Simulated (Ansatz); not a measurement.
**CH6ClSi2 (SMILES C[Si]([SiH3])Cl): UB3LYP/6-31G(d) (Cartesian functions)**

Aim: the energy change on altering one bond length of CH6ClSi2 at UB3LYP/6-31G* (Cartesian functions), from 2 runs. 

The calculation is run with Ansatz 0.2.0.

44 further runs of the same task are left out: 44 set aside as unsound or not needed.

## 1. Starting point

The species is CH6ClSi2 (10 atoms), meant as a doublet with charge 0. As SMILES, `C[Si]([SiH3])Cl`. The shape is that of a PBE0-D4/def2-TZVP optimisation.

Bond lengths: C1–Si2 1.872 Å, Si2–Si3 2.338 Å, Si2–Cl4 2.073 Å, C1–H5 1.093 Å, C1–H6 1.094 Å, C1–H7 1.092 Å, Si3–H8 1.485 Å, Si3–H9 1.490 Å, Si3–H10 1.489 Å. Some angles: C1–Si2–Si3 115.2°, C1–Si2–Cl4 108.2°, Si3–Si2–Cl4 108.6°, Si2–C1–H5 110.0°, Si2–C1–H6 110.4°, Si2–C1–H7 110.6°, Si2–Si3–H8 109.0°, Si2–Si3–H9 112.4°, Si2–Si3–H10 108.4°, H5–C1–H6 108.7°.

## 2. A single-point energy at UB3LYP/6-31G(d) (Cartesian functions)

File job.yaml:

```yaml
crystal:
  periodic: [false, false, false]
  atoms:
    - {symbol: C, position_ang: [-0.817600, 1.375900, -0.759000]}
    - {symbol: Si, position_ang: [-0.393400, -0.447400, -0.745400]}
    - {symbol: Si, position_ang: [1.253500, -1.073900, 0.791400]}
    - {symbol: Cl, position_ang: [-2.123100, -1.512600, -0.330000]}
    - {symbol: H, position_ang: [0.078700, 1.966200, -0.965000]}
    - {symbol: H, position_ang: [-1.223500, 1.680800, 0.209700]}
    - {symbol: H, position_ang: [-1.561600, 1.592100, -1.528300]}
    - {symbol: H, position_ang: [1.490500, -2.535600, 0.676400]}
    - {symbol: H, position_ang: [0.871400, -0.750900, 2.195100]}
    - {symbol: H, position_ang: [2.508200, -0.345800, 0.457800]}
basis:
  gaussian: {orbitals: "6-31G*"}
magnetization: {spin_polarized: true, initial_magnetization: 1}
hamiltonian: {xc: {name: B3LYP}}
accuracy: high
output: {orbitals: {seedname: orbitals}}
```

Started as:

```bash
$ ansatz run job.yaml --threads 1 --pin off --max-ram 3480MiB --events-out events.jsonl --progress --plain --runs-dir runs
```

Log:

```text
Warning: RAYON_NUM_THREADS=1 ignored (pool sized by the plan → 1); use --threads N
Functional definition: B3LYP
  name "B3LYP"
  parameter a0 = 0.2
  parameter ax = 0.72
  parameter ac = 0.81
  exchange = (1 - a0 - ax)*slater_x + ax*b88_x + a0*exact_x
  correlation = (1 - ac)*vwn_rpa_c + ac*lyp_c
1870 factors; integrals over basis functions are off by at most 3.7e-9 eV
mean field evaluation 1: about -29408.6782 eV, gradient 3.0e1 eV
mean field evaluation 2: about -29406.3670 eV, gradient 3.5e1 eV
mean field evaluation 4: about -29413.0007 eV, gradient 1.1e0 eV
mean field evaluation 8: about -29413.1597 eV, gradient 3.3e-2 eV
mean field evaluation 16: about -29413.1597 eV, gradient 1.8e-5 eV
mean field -29413.15969268 eV, -1080.9136817502 hartree, gradient 1.5e-8 eV, S^2 0.751859; 0 other end points of the search recorded, 0 dependent functions left out
reference -29413.15973694 eV, -1080.9136833768 hartree; 29, 28 occupied and 55, 56 virtual orbitals, 1870 factors
Total energy: -29413.15973694 eV, -1080.9136833768 hartree
```

Run time: 16 s. Hardware: 1 thread of Arm Neoverse V2, shared host; peak memory 0.45 GiB.

## 3. The distorted shape, same level

File job.yaml:

```yaml
crystal:
  periodic: [false, false, false]
  atoms:
    - {symbol: C, position_ang: [-0.614648, 1.223448, -1.243355]}
    - {symbol: Si, position_ang: [-0.190448, -0.599852, -1.229755]}
    - {symbol: Si, position_ang: [1.456452, -1.226352, 0.307045]}
    - {symbol: Cl, position_ang: [-1.920148, -1.665052, -0.814355]}
    - {symbol: H, position_ang: [0.281652, 1.813748, -1.449355]}
    - {symbol: H, position_ang: [-1.223500, 1.680800, 0.209700]}
    - {symbol: H, position_ang: [-1.358648, 1.439648, -2.012655]}
    - {symbol: H, position_ang: [1.693452, -2.688052, 0.192045]}
    - {symbol: H, position_ang: [1.074352, -0.903352, 1.710745]}
    - {symbol: H, position_ang: [2.711152, -0.498252, -0.026555]}
basis:
  gaussian:
    orbitals: "6-31G*"
hamiltonian:
  xc: {name: B3LYP}
output:
  orbitals: {seedname: orbitals}
accuracy: high
magnetization:
  spin_polarized: true
  initial_magnetization: 1
```

Started as:

```bash
$ ansatz run job.yaml --threads 1 --pin off --max-ram 3480MiB --events-out events.jsonl --progress --plain --runs-dir runs
```

Log:

```text
Warning: RAYON_NUM_THREADS=1 ignored (pool sized by the plan → 1); use --threads N
[... 7 set-up lines as earlier in the session ...]
1876 factors; integrals over basis functions are off by at most 3.7e-9 eV
mean field evaluation 1: about -29406.7561 eV, gradient 2.9e1 eV
mean field evaluation 2: about -29402.0343 eV, gradient 3.8e1 eV
mean field evaluation 4: about -29411.0684 eV, gradient 1.8e0 eV
mean field evaluation 8: about -29411.2264 eV, gradient 1.6e-1 eV
mean field evaluation 16: about -29411.2270 eV, gradient 3.5e-4 eV
mean field -29411.22697845 eV, -1080.8426558125 hartree, gradient 3.3e-8 eV, S^2 0.757623; 0 other end points of the search recorded, 0 dependent functions left out
reference -29411.22702425 eV, -1080.8426574955 hartree; 29, 28 occupied and 55, 56 virtual orbitals, 1876 factors
Total energy: -29411.22702425 eV, -1080.8426574955 hartree
```

Wall time 17 s (1 thread of Arm Neoverse V2, shared host); peak memory 0.45 GiB.

## 4. What came out

Level: UB3LYP/6-31G* (Cartesian functions).

```
                                                         quantity           value
                                        first shape: total energy  -1080.91368 Eh
                  first shape: HOMO energy (highest over α and β)        -5.57 eV
                   first shape: LUMO energy (lowest over α and β)        -2.80 eV
                                                first shape: ⟨S²⟩           0.752
                                    distorted shape: total energy  -1080.84266 Eh
              distorted shape: HOMO energy (highest over α and β)        -5.66 eV
               distorted shape: LUMO energy (lowest over α and β)        -3.04 eV
                                            distorted shape: ⟨S²⟩           0.758
energy change with the C1–H6 bond stretched from 1.094 to 1.641 Å        1.933 eV
```

What this shows: With the C1–H6 bond stretched from 1.094 to 1.641 Å the energy rises by 1.93 eV (45 kcal/mol). The first shape isn't relaxed at this level, so the change isn't measured from a minimum.
